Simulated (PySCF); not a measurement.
# A diatomic session: BrF+

Aim: find the lowest electronic state of BrF+, scan its bond at several levels of theory, and get bond length, wavenumber and dissociation energy from each curve.

Computed with PySCF 2.14.0. Level: Br 6-31G(d,p), F 6-31G(d,p), no relativity.

## (1) The job

A driver script around PySCF takes these settings:

```json
{"atoms": "Br, F", "charge": "1", "basis": "Br 6-31G(d,p), F 6-31G(d,p)", "Hamiltonian": "no relativity", "basis functions": "46", "electrons treated": "43", "masses in u": "78.9183, 18.9984", "levels": "PBE0, PBE, r²SCAN, PBEsol, BLYP, BHandHLYP, ωB97X, HF, MP2, SCS-MP2, CCSD, CCSD(T)", "grid": "80 radial by 434 angular points", "occupations": "held fixed by the projection of orbital angular momentum", "dissociation limit": "Br+ + F, each in its ground configuration", "starting distance in angstrom": "1.830", "values of 2S to try": "1, 3"}
```

The run is started by

```
$ OMP_NUM_THREADS=1 python dia.py task.json out
```

Further steps of the session: PBE0 along the bond; Higher solutions at PBE0; PBE; r²SCAN (meta-GGA); PBEsol (GGA); BLYP (GGA); BHandHLYP (global hybrid GGA); ωB97X; UHF (mean field); Correlated methods on the Hartree–Fock reference.

**Question.** What will these runs give? Wanted: for each run, Re; ωe; De; μ.

**Answer**, as computed:

Lowest PBE0 solution found, without spin–orbit coupling: ²Π (doublet), unpaired electrons π ↑. State 2 has its PBE0 minimum 1.87 eV higher. The other levels ran on the lowest alone.

| level | Re (Å) | ωe (cm⁻¹) | De (eV) | μ (D) |
| --- | --- | --- | --- | --- |
| UHF-CCSD(T) | 1.722 | 749 | 2.11 | n/a |
| PBE | 1.729 | 745 | 3.45 | -1.19 |
| PBEsol | 1.716 | 767 | 3.81 | -1.16 |
| BLYP | 1.744 | 719 | 3.34 | -1.21 |
| r²SCAN | 1.712 | 777 | 2.90 | -1.33 |
| PBE0 | 1.697 | 808 | 2.70 | -1.46 |
| BHandHLYP | 1.684 | 830 | 1.98 | -1.72 |
| ωB97X | 1.693 | 823 | 2.74 | -1.56 |

De is counted to Br+ + F in their ground configurations. A positive dipole points from Br to F; in an ion it is taken about the centre of mass and does not tell which atom is negative. No constants: UHF (the points don't follow one smooth fit); UHF-MP2 (the points don't follow one smooth fit); UHF-SCS-MP2 (the points don't follow one smooth fit); UHF-CCSD (the points don't follow one smooth fit).

In words: Bond lengths run from 1.684 Å (BHandHLYP) to 1.744 Å (BLYP). Of the levels with a De here, BHandHLYP gives the least (1.98 eV) and PBEsol the most (3.81 eV).

Correlated steps freeze 10 core orbitals. T1 is 0.023 near the minimum (highest on the curve 0.059), which may point to more than one leading configuration.
